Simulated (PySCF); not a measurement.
# HBr⁺: spin, charge, geometry and surroundings

One physical setting of the base script is moved in each run, with the edits that it forces.

Computed with PySCF 2.14.0. Level: method and basis as typed in the scripts.

2 further runs of the same task are left out: 2 that didn't finish.

**1. The system as given**

HBr⁺: 2 atoms, charge 1, spin multiplicity 2.

Bond lengths: H1–Br2 1.381 Å.

**2. The run that the others are compared with**

input.py

```python
from pyscf import gto, dft

mol = gto.M(
    atom='H 0 0 0; Br 0 0 1.381',
    basis='cc-pvtz',
    charge=1,
    spin=1,
    verbose=4,
)
mf = dft.UKS(mol, xc='mn15')
mf.kernel()
g = mf.nuc_grad_method()
g.grid_response = True
g.kernel()
mf.dip_moment()
print('orbital energies (hartree):', [e[max(0, n-3):n+3].round(4) for e, n in zip(mf.mo_energy, mol.nelec)])
```

The run is started by

```console
$ OMP_NUM_THREADS=1 python input.py
```

The log of this run is left out.

It gives: E(SCF) = -2574.701402 Eh, 9 cycles, ⟨S²⟩ = 0.754, gradient on the second atom -0.0326 Eh/bohr.

The bond length is a typed value, not an optimised one. The dipole of an ion depends on the origin.

**3. Bond 0.1 Å**

Edit 1 changes bond length: 1.381 Å → 0.1 Å.

input.py

```python
from pyscf import gto, dft

mol = gto.M(
    atom='H 0 0 0; Br 0 0 0.1',
    basis='cc-pvtz',
    charge=1,
    spin=1,
    verbose=4,
)
mf = dft.UKS(mol, xc='mn15')
mf.kernel()
g = mf.nuc_grad_method()
g.grid_response = True
g.kernel()
mf.dip_moment()
print('orbital energies (hartree):', [e[max(0, n-3):n+3].round(4) for e, n in zip(mf.mo_energy, mol.nelec)])
```

The run is started by

```console
$ OMP_NUM_THREADS=1 python input.py
```

**4. Bond 1.547 Å**

Edit 2 changes bond length: 1.381 Å → 1.547 Å.

input.py, as its differences from that of step 2:

```diff
@@ -3,3 +3,3 @@
 mol = gto.M(
-    atom='H 0 0 0; Br 0 0 1.381',
+    atom='H 0 0 0; Br 0 0 1.547',
     basis='cc-pvtz',
```

**5. Bond 1.105 Å**

Edit 3 changes bond length: 1.381 Å → 1.105 Å.

input.py, as its differences from that of step 2:

```diff
@@ -3,3 +3,3 @@
 mol = gto.M(
-    atom='H 0 0 0; Br 0 0 1.381',
+    atom='H 0 0 0; Br 0 0 1.105',
     basis='cc-pvtz',
```

**6. Bond 1.478 Å**

Edit 4 changes bond length: 1.381 Å → 1.478 Å.

input.py, as its differences from that of step 2:

```diff
@@ -3,3 +3,3 @@
 mol = gto.M(
-    atom='H 0 0 0; Br 0 0 1.381',
+    atom='H 0 0 0; Br 0 0 1.478',
     basis='cc-pvtz',
```

What does the calculation give? Wanted: for each run, E(SCF); from base; gap, α spin.

**Answer**, as computed:

```tsv
run	E(SCF) (hartree)	from base (eV)	cycles	gap, α spin (eV)
base	-2574.701402	0	9	12.11
bond 0.1 Å (poor choice)	-2481.831958	+2527.1063	8	18.17
bond 1.547 Å	-2574.699451	+0.0531	10	10.62
bond 1.105 Å	-2574.612154	+2.4286	8	14.56
bond 1.478 Å	-2574.702753	-0.0368	10	11.23
```

In words: The largest comparable shift of the SCF energy, +2527.106 eV, comes with the run “bond 0.1 Å”. With bond 0.1 Å the frontier gap moves by over 1.5 eV, which can mean another electronic state rather than the bond length alone. With bond 1.105 Å the frontier gap moves by over 1.5 eV, which can mean another electronic state rather than the bond length alone. Rows marked «poor choice» come from settings spoiled on purpose.
